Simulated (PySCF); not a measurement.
# CLuO (Lu(CO)3+): the cost of one run

Method: several levels, as the steps say, no spin–orbit coupling; program: PySCF 2.14.0.

1 further run of the same task is left out (for a known fault of the program).

## 1. The starting structure

3 atoms, charge 3, spin multiplicity 1.

Bond lengths: Lu1–C2 2.442 Å, C2–O3 1.110 Å. Angles: Lu1–C2–O3 180.0°.

Geometry (Å):

```xyz
3
CLuO
Lu    0.00000    0.00000   -0.48718
C     0.00000    0.00000    1.95526
O     0.00000    0.00000    3.06544
```

Formal oxidation states: Lu +3. An earlier session relaxed this geometry at PBE0, Lu def2-SVP with ECP28, C def2-SVP, O def2-SVP (singlet, point group C∞v).

At PBE0 on the finer grid: E = -1347.741585 Eh, HOMO -29.54 eV, LUMO -21.72 eV, Mulliken charge on Lu1 +2.61 e, largest force component 0.001 eV/Å. 

Levels to run: r2SCAN; M06-L; PBE0, TZVP. Hardware: 2 threads of Arm Neoverse V2, shared host.

## 2. r2SCAN

Contents of run.py (the lines that set the calculation):

```python
mol = gto.M(atom='''
Lu     0.00000     0.00000    -0.48718
C      0.00000     0.00000     1.95526
O      0.00000     0.00000     3.06544''',
    basis={'Lu': 'def2-SVP', 'C': 'def2-SVP', 'O': 'def2-SVP'},
    ecp={'Lu': 'def2-SVP'},
    charge=3, spin=0)
mf = dft.RKS(mol, xc='R2SCAN')
mf.grids.atom_grid = (75, 302)  # f atoms: unpruned, at least (60, 302)
mf = mf.density_fit()  # fitting sets: Lu def2-universal-JKFIT, C def2-universal-JKFIT, O def2-universal-JKFIT
mf.conv_tol = 1e-08; mf.max_cycle = 55
mf.kernel(dm0)  # dm0: the density of the relaxed state
```

Command:

```console
> OMP_NUM_THREADS=2 python run.py
```

**Question.** How long does this run take on 2 threads of Arm Neoverse V2, shared host?

About 5.2 s.
